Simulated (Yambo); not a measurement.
# Ge (Fd-3m) in Yambo: a series of runs

One crystal, Ge, is run at these levels: PBE; tasks: optical spectrum.

Everything below comes from runs of Yambo 5.3.0. Logs are shortened: lines on timing, memory, paths and dates and some standing lists are left out, and cuts for length are marked.

**What was measured.**

From “Temperature-dependent photoluminescence in Ge: experiment and theory”, 2020, arxiv:2003.00143, for a bulk crystal of Ge at 0 K: band gap 0.744 eV (indirect).

From “Electronic and optical properties of SixGe1-x-ySny alloys lattice-matched to Ge”, 2021, arxiv:2109.02782, for a bulk crystal of Ge: band gap 0.666 eV (indirect) at 293 K; band gap 0.807 eV (direct) at 300 K.

How close the calculation comes is told below.

## Step 1: Starting point

It takes space group Fd-3m (No. 227, cubic). Conventional cell: a = 5.658 Å, b = 5.658 Å, c = 5.658 Å, α = 90.00°, β = 90.00°, γ = 90.00°. Ge (site symmetry -43m) is surrounded by 4 Ge at 2.45 Å.

## Step 2: Optical spectrum, PBE

Contents of optics0.in:

```
optics
chi
Chimod= "IP"
% BndsRnXd
 1 | 29 |
%
% LongDrXd
 1 | 0 | 0 |
%
% QpntsRXd
 1 | 1 |
%
% EnRngeXd
 0 | 15 | eV
%
% DmRngeXd
 0.1 | 0.1 | eV
%
ETStpsXd= 200
```

Contents of scf.in:

```
&CONTROL
  calculation = 'scf'
  prefix = 'pwscf'
  outdir = './tmp'
  pseudo_dir = './pseudo'
/
&SYSTEM
  ibrav = 0
  nat = 2
  ntyp = 1
  ecutwfc = 78
  nbnd = 21
  occupations = 'smearing'
  smearing = 'fd'
  degauss = 0.00367493
  force_symmorphic = .true.
/
&ELECTRONS
  conv_thr = 4d-10
  electron_maxstep = 120
  mixing_beta = 0.5
/
ATOMIC_SPECIES
Ge    72.6300 Ge.upf
CELL_PARAMETERS angstrom
   0.0000000000    2.8289100000    2.8289100000
   2.8289100000    0.0000000000    2.8289100000
   2.8289100000    2.8289100000    0.0000000000
ATOMIC_POSITIONS crystal
Ge     0.7500000000    0.7500000000    0.7500000000
Ge     0.5000000000    0.5000000000    0.5000000000
K_POINTS automatic
16 16 16 0 0 0
```

Contents of nscf.in:

```
&CONTROL
  calculation = 'nscf'
  prefix = 'pwscf'
  outdir = './tmp'
  pseudo_dir = './pseudo'
/
&SYSTEM
  ibrav = 0
  nat = 2
  ntyp = 1
  ecutwfc = 78
  nbnd = 39
  occupations = 'smearing'
  smearing = 'fd'
  degauss = 0.00367493
  force_symmorphic = .true.
/
&ELECTRONS
  conv_thr = 1d-08
  diago_full_acc = .true.
  diago_thr_init = 1d-06
/
ATOMIC_SPECIES
Ge    72.6300 Ge.upf
CELL_PARAMETERS angstrom
   0.0000000000    2.8289100000    2.8289100000
   2.8289100000    0.0000000000    2.8289100000
   2.8289100000    2.8289100000    0.0000000000
ATOMIC_POSITIONS crystal
Ge     0.7500000000    0.7500000000    0.7500000000
Ge     0.5000000000    0.5000000000    0.5000000000
K_POINTS automatic
16 16 16 0 0 0
```

Potentials or basis: PseudoDojo 0.4.1 SR PBE standard.

Command:

```
$ OMP_NUM_THREADS=1 pw.x -in scf.in > scf.out
$ OMP_NUM_THREADS=1 pw.x -in nscf.in > nscf.out
$ cd tmp/pwscf.save; p2y; mv SAVE ../..; cd ../..
$ OMP_NUM_THREADS=1 yambo
$ OMP_NUM_THREADS=1 yambo -F optics0.in -J optics0 -C optics0_out
```

Yambo's report:

```text
[... sections 02.01 to 02.04 as in the set-up run ...]

  [02.05] Energies & Occupations
  ==============================

  [X] === General ===
  [X] Electronic Temperature                        :  0.258606E-1   300.100    [eV K]
  [X] Bosonic    Temperature                        :  0.258606E-1   300.100    [eV K]
  [X] Finite Temperature mode                       : yes
  [X] El. density                                   :  0.61840E+24 [cm-3]
  [X] Fermi Level                                   :  9.595107 [eV]

  [X] === Gaps and Widths ===
  [X] Conduction Band Min                           :  9.595107 [eV]
  [X] Valence Band Max                              :  9.595107 [eV]
  [X] Filled Bands                                  :  11
  [X] Metallic Bands                                :  12  15
  [X] Empty Bands                                   :   16   39

  [X] === Metallic Characters ===
  [X] N of el / N of met el                         :  28.00000   6.00152
  [X] Average metallic occ.                         :  0.375095

  [WARNING] [X] Metallic system

 [03] Transferred momenta grid and indexing
 ==========================================

 IBZ Q-points                                      :  145
 BZ  Q-points                                      :   4096

 K/Q-points units:
 rlu = crystal or reduced units; cc = cartesian coordinates; iku = interal k-units

 Q [  1]        [rlu]:  0.000000  0.000000  0.000000
 Q [  2]        [rlu]: -0.32365E-18 -0.32365E-18  0.62500E-01
 Q [  3]        [rlu]: -0.64730E-18 -0.64730E-18  0.12500
 Q [  4]        [rlu]:  0.18083E-16  0.18083E-16  0.18750
 Q [  5]        [rlu]: -0.12946E-17 -0.12946E-17  0.25000
 Q [  6]        [rlu]:  0.41050E-16  0.13295E-16  0.31250
[... 42 lines left out ...]
 Q [ 49]        [rlu]:  0.86959E-17  0.25000      0.25000
 Q [ 50]        [rlu]:  0.66152E-17  0.25000      0.31250

 Remaining 95 points informations can be written running with -fatlog

 [WARNING] [Xd] User bands 1-29 break level degeneracy

 [04] Dipoles
 ============

  [04.01] Setup: observables and procedures
  =========================================

  [WF-Oscillators/G space/Transverse up loader] Normalization (few states)  min/max  :  0.13650E-17   1.0000

  [WR./optics0//ndb.dipoles]------------------------------------------------------
   Brillouin Zone Q/K grids (IBZ/BZ)                :    145   4096    145   4096
   RL vectors                                       :   4573 [WF]
   Fragmentation                                    : yes
   Electronic Temperature                           :  300.1000 [K]
   Bosonic    Temperature                           :  300.1000 [K]
   DIP band range                                   :   1  29
   DIP band range limits                            :  15  12
   DIP e/h energy range                             : -1.000000 -1.000000 [eV]
   RL vectors in the sum                            :   4573
   [r,Vnl] included                                 : yes
   Bands ordered                                    : yes
   Direct v evaluation                              : no
   Approach used                                    : G-space v
   Dipoles computed                                 : R V P [G-space]
   Wavefunctions                                    : Perdew, Burke & Ernzerhof(X)+Perdew, Burke & Ernzerhof(C)

  [WARNING] [r,Vnl^pseudo] included in position and velocity dipoles.

  [WARNING] In case H contains other non local terms, these are neglected

 [05] Optics
 ===========

 [X-CG] R(p) Tot o/o(of R):    23437   866456      100

 [WARNING] The system is a metal but Drude term not included.
```

Run time: 6.3 min. Hardware: 1 thread of Arm Neoverse V1, shared host; peak memory 0.37 GiB.

What came out:

```yaml
Band_gap_on_the_k_mesh_mean-field_level: none (metal or under the smearing width)
```

Dielectric function (along the field direction of the input):
| energy (eV) | real part | imaginary part |
| --- | --- | --- |
| 0.30 | 4.08 | 13.37 |
| 0.68 | 19.50 | 2.80 |
| 1.06 | 20.93 | 4.98 |
| 1.43 | 27.49 | 14.69 |
| 1.81 | 14.07 | 15.40 |
| 2.19 | 14.48 | 14.48 |
| 2.56 | 15.05 | 15.55 |
| 2.94 | 7.80 | 17.68 |
| 3.32 | 13.69 | 21.14 |
| 3.69 | 8.68 | 32.58 |
| 4.07 | -2.92 | 22.21 |
| 4.45 | -12.04 | 12.03 |
| 4.82 | -5.94 | 9.59 |
| 5.20 | -6.36 | 11.50 |
| 5.58 | -9.13 | 8.89 |
| 5.95 | -7.34 | 4.79 |
| 6.33 | -5.06 | 3.88 |
| 6.71 | -4.36 | 3.71 |
| 7.09 | -5.00 | 3.14 |
| 7.46 | -3.77 | 1.84 |
| 7.84 | -2.54 | 2.11 |
| 8.22 | -2.62 | 2.40 |
| 8.59 | -2.83 | 1.70 |
| 8.97 | -2.49 | 1.29 |
| 9.35 | -2.06 | 1.31 |
| 9.72 | -1.72 | 1.37 |
| 10.10 | -1.77 | 0.88 |
| 10.48 | -1.44 | 0.89 |
| 10.85 | -1.34 | 0.91 |
| 11.23 | -1.19 | 0.63 |
| 11.61 | -1.04 | 0.59 |
| 11.98 | -0.92 | 0.57 |
| 12.36 | -0.82 | 0.49 |
| 12.74 | -0.71 | 0.41 |
| 13.12 | -0.59 | 0.39 |
| 13.49 | -0.48 | 0.34 |
| 13.87 | -0.38 | 0.30 |
| 14.25 | -0.29 | 0.30 |
| 14.62 | -0.23 | 0.29 |
| 15.00 | -0.20 | 0.22 |

Caveat: the intraband (Drude) term of the metal is left out; the ground state has no gap, which makes the many-body step unreliable; independent-particle spectra lack excitons; this crystal is a semiconductor, whose small gap the functional closes, so the metal is an error of the method.

## Step 3: Optical spectrum, PBE

Contents of optics1.in:

```
optics
chi
Chimod= "HARTREE"
% BndsRnXd
 1 | 29 |
%
NGsBlkXd= 2 Ry
% LongDrXd
 1 | 0 | 0 |
%
% QpntsRXd
 1 | 1 |
%
% EnRngeXd
 0 | 20 | eV
%
% DmRngeXd
 0.1 | 0.1 | eV
%
ETStpsXd= 200
```

scf.in is that of step 2.

nscf.in is that of step 2.

Potentials or basis: PseudoDojo 0.4.1 SR PBE standard.

Command:

```
$ OMP_NUM_THREADS=1 pw.x -in scf.in > scf.out
$ OMP_NUM_THREADS=1 pw.x -in nscf.in > nscf.out
$ cd tmp/pwscf.save; p2y; mv SAVE ../..; cd ../..
$ OMP_NUM_THREADS=1 yambo
$ OMP_NUM_THREADS=1 yambo -F optics1.in -J optics1 -C optics1_out
```

Yambo's report:

```text
[... sections 02.01 to 02.04 as in the set-up run ...]

  [02.05] Energies & Occupations
  ==============================

  [X] === General ===
  [X] Electronic Temperature                        :  0.258606E-1   300.100    [eV K]
  [X] Bosonic    Temperature                        :  0.258606E-1   300.100    [eV K]
  [X] Finite Temperature mode                       : yes
  [X] El. density                                   :  0.61840E+24 [cm-3]
  [X] Fermi Level                                   :  9.595107 [eV]

  [X] === Gaps and Widths ===
  [X] Conduction Band Min                           :  9.595107 [eV]
  [X] Valence Band Max                              :  9.595107 [eV]
  [X] Filled Bands                                  :  11
  [X] Metallic Bands                                :  12  15
  [X] Empty Bands                                   :   16   39

  [X] === Metallic Characters ===
  [X] N of el / N of met el                         :  28.00000   6.00152
  [X] Average metallic occ.                         :  0.375095

  [WARNING] [X] Metallic system

 [03] Transferred momenta grid and indexing
 ==========================================

 IBZ Q-points                                      :  145
 BZ  Q-points                                      :   4096

 K/Q-points units:
 rlu = crystal or reduced units; cc = cartesian coordinates; iku = interal k-units

 Q [  1]        [rlu]:  0.000000  0.000000  0.000000
 Q [  2]        [rlu]: -0.32365E-18 -0.32365E-18  0.62500E-01
 Q [  3]        [rlu]: -0.64730E-18 -0.64730E-18  0.12500
 Q [  4]        [rlu]:  0.18083E-16  0.18083E-16  0.18750
 Q [  5]        [rlu]: -0.12946E-17 -0.12946E-17  0.25000
 Q [  6]        [rlu]:  0.41050E-16  0.13295E-16  0.31250
[... 42 lines left out ...]
 Q [ 49]        [rlu]:  0.86959E-17  0.25000      0.25000
 Q [ 50]        [rlu]:  0.66152E-17  0.25000      0.31250

 Remaining 95 points informations can be written running with -fatlog

 [WARNING] [Xd] User bands 1-29 break level degeneracy

 [04] Dipoles
 ============

  [04.01] Setup: observables and procedures
  =========================================

  [WF-Oscillators/G space/Transverse up loader] Normalization (few states)  min/max  :  0.13650E-17   1.0000

  [WR./optics1//ndb.dipoles]------------------------------------------------------
   Brillouin Zone Q/K grids (IBZ/BZ)                :    145   4096    145   4096
   RL vectors                                       :   4573 [WF]
   Fragmentation                                    : yes
   Electronic Temperature                           :  300.1000 [K]
   Bosonic    Temperature                           :  300.1000 [K]
   DIP band range                                   :   1  29
   DIP band range limits                            :  15  12
   DIP e/h energy range                             : -1.000000 -1.000000 [eV]
   RL vectors in the sum                            :   4573
   [r,Vnl] included                                 : yes
   Bands ordered                                    : yes
   Direct v evaluation                              : no
   Approach used                                    : G-space v
   Dipoles computed                                 : R V P [G-space]
   Wavefunctions                                    : Perdew, Burke & Ernzerhof(X)+Perdew, Burke & Ernzerhof(C)

  [WARNING] [r,Vnl^pseudo] included in position and velocity dipoles.

  [WARNING] In case H contains other non local terms, these are neglected

 [05] Optics
 ===========

 [X-CG] R(p) Tot o/o(of R):    23437   866456      100

 [WARNING] The system is a metal but Drude term not included.
```

It took 6.6 min on 1 thread of Arm Neoverse V1, shared host; peak memory 1.2 GiB.

What came out:

- Band gap on the k mesh, mean-field level: none (metal or under the smearing width)

Dielectric function (along the field direction of the input):
```csv
energy (eV),real part,imaginary part
0.30,2.89,13.36
1.31,26.80,10.05
2.31,14.09,15.31
3.32,11.64,17.85
4.42,-12.31,13.43
5.43,-5.20,9.90
6.43,-4.40,3.68
7.54,-3.43,1.64
8.54,-2.56,1.89
9.55,-1.54,1.10
10.65,-1.10,0.86
11.66,-0.87,0.59
12.66,-0.58,0.48
13.77,-0.32,0.32
14.77,-0.09,0.29
15.78,0.06,0.23
16.88,0.15,0.20
17.89,0.23,0.20
18.89,0.33,0.12
20.00,0.44,0.09
```

Caveat: the intraband (Drude) term of the metal is left out; the ground state has no gap, which makes the many-body step unreliable; these spectra lack excitons; this crystal is a semiconductor, whose small gap the functional closes, so the metal is an error of the method.

## Step 4: Optical spectrum, PBE

Contents of optics2.in:

```
optics
chi
tddft
Chimod= "ALDA"
% BndsRnXd
 1 | 29 |
%
NGsBlkXd= 3 Ry
% LongDrXd
 1 | 0 | 0 |
%
% QpntsRXd
 1 | 1 |
%
% EnRngeXd
 0 | 15 | eV
%
% DmRngeXd
 0.2 | 0.2 | eV
%
ETStpsXd= 200
FxcGRLc= 3 Ry
VXCRLvcs= 3 Ry
```

scf.in is that of step 3.

nscf.in is that of step 3.

Potentials or basis: PseudoDojo 0.4.1 SR PBE standard.

Command:

```
$ OMP_NUM_THREADS=1 pw.x -in scf.in > scf.out
$ OMP_NUM_THREADS=1 pw.x -in nscf.in > nscf.out
$ cd tmp/pwscf.save; p2y; mv SAVE ../..; cd ../..
$ OMP_NUM_THREADS=1 yambo
$ OMP_NUM_THREADS=1 yambo -F optics2.in -J optics2 -C optics2_out
```

Yambo's report:

```text
[... sections 02.01 to 02.04 as in the set-up run ...]

  [02.05] Energies & Occupations
  ==============================

  [X] === General ===
  [X] Electronic Temperature                        :  0.258606E-1   300.100    [eV K]
  [X] Bosonic    Temperature                        :  0.258606E-1   300.100    [eV K]
  [X] Finite Temperature mode                       : yes
  [X] El. density                                   :  0.61840E+24 [cm-3]
  [X] Fermi Level                                   :  9.595107 [eV]

  [X] === Gaps and Widths ===
  [X] Conduction Band Min                           :  9.595107 [eV]
  [X] Valence Band Max                              :  9.595107 [eV]
  [X] Filled Bands                                  :  11
  [X] Metallic Bands                                :  12  15
  [X] Empty Bands                                   :   16   39

  [X] === Metallic Characters ===
  [X] N of el / N of met el                         :  28.00000   6.00152
  [X] Average metallic occ.                         :  0.375095

  [WARNING] [X] Metallic system

 [03] Transferred momenta grid and indexing
 ==========================================

 IBZ Q-points                                      :  145
 BZ  Q-points                                      :   4096

 K/Q-points units:
 rlu = crystal or reduced units; cc = cartesian coordinates; iku = interal k-units

 Q [  1]        [rlu]:  0.000000  0.000000  0.000000
 Q [  2]        [rlu]: -0.32365E-18 -0.32365E-18  0.62500E-01
 Q [  3]        [rlu]: -0.64730E-18 -0.64730E-18  0.12500
 Q [  4]        [rlu]:  0.18083E-16  0.18083E-16  0.18750
 Q [  5]        [rlu]: -0.12946E-17 -0.12946E-17  0.25000
 Q [  6]        [rlu]:  0.41050E-16  0.13295E-16  0.31250
[... 42 lines left out ...]
 Q [ 49]        [rlu]:  0.86959E-17  0.25000      0.25000
 Q [ 50]        [rlu]:  0.66152E-17  0.25000      0.31250

 Remaining 95 points informations can be written running with -fatlog

 [WARNING] [Xd] User bands 1-29 break level degeneracy

 [04] Dipoles
 ============

  [04.01] Setup: observables and procedures
  =========================================

  [WF-Oscillators/G space/Transverse up loader] Normalization (few states)  min/max  :  0.13650E-17   1.0000

  [WR./optics2//ndb.dipoles]------------------------------------------------------
   Brillouin Zone Q/K grids (IBZ/BZ)                :    145   4096    145   4096
   RL vectors                                       :   4573 [WF]
   Fragmentation                                    : yes
   Electronic Temperature                           :  300.1000 [K]
   Bosonic    Temperature                           :  300.1000 [K]
   DIP band range                                   :   1  29
   DIP band range limits                            :  15  12
   DIP e/h energy range                             : -1.000000 -1.000000 [eV]
   RL vectors in the sum                            :   4573
   [r,Vnl] included                                 : yes
   Bands ordered                                    : yes
   Direct v evaluation                              : no
   Approach used                                    : G-space v
   Dipoles computed                                 : R V P [G-space]
   Wavefunctions                                    : Perdew, Burke & Ernzerhof(X)+Perdew, Burke & Ernzerhof(C)

  [WARNING] [r,Vnl^pseudo] included in position and velocity dipoles.

  [WARNING] In case H contains other non local terms, these are neglected

 [05] Optics
 ===========

 [xc] Functional : Perdew, Burke & Ernzerhof(X)+Perdew, Burke & Ernzerhof(C)
 [xc] LIBXC used to calculate xc functional
  PP Number of Atomic Species                      :  1
  NLCC RL compoments                               :  28475
 [X-CG] R(p) Tot o/o(of R):    23437   866456      100

 [WARNING] The system is a metal but Drude term not included.
```

Wall time 7.1 min (1 thread of Arm Neoverse V1, shared host); peak memory 1.2 GiB.

Results:

* Band gap on the k mesh, mean-field level: none (metal or under the smearing width)

Dielectric function (along the field direction of the input):
```tsv
energy (eV)	real part	imaginary part
0.30	14.44	15.98
0.68	19.04	4.76
1.06	21.23	6.60
1.43	23.41	14.14
1.81	14.66	15.39
2.19	14.00	14.92
2.56	12.83	16.30
2.94	8.94	17.45
3.32	10.14	19.13
3.69	4.63	25.73
4.07	-3.85	20.57
4.45	-9.03	13.69
4.82	-5.87	9.86
5.20	-5.53	9.96
5.58	-7.16	8.22
5.95	-6.54	5.01
6.33	-4.84	3.87
6.71	-4.16	3.62
7.09	-4.30	3.05
7.46	-3.52	2.00
7.84	-2.58	1.90
8.22	-2.36	2.04
8.59	-2.42	1.74
8.97	-2.14	1.38
9.35	-1.80	1.25
9.72	-1.56	1.23
10.10	-1.55	0.98
10.48	-1.27	0.88
10.85	-1.15	0.86
11.23	-1.06	0.69
11.61	-0.90	0.61
11.98	-0.77	0.56
12.36	-0.66	0.52
12.74	-0.57	0.46
13.12	-0.48	0.42
13.49	-0.40	0.36
13.87	-0.30	0.32
14.25	-0.21	0.30
14.62	-0.14	0.29
15.00	-0.09	0.27
```

Caveat: the LDA kernel is used on GGA states, which is inconsistent by a few percent; the intraband (Drude) term of the metal is left out; the ground state has no gap, which makes the many-body step unreliable; these spectra lack excitons; this crystal is a semiconductor, whose small gap the functional closes, so the metal is an error of the method.

(Continued in part 2 of 2.)
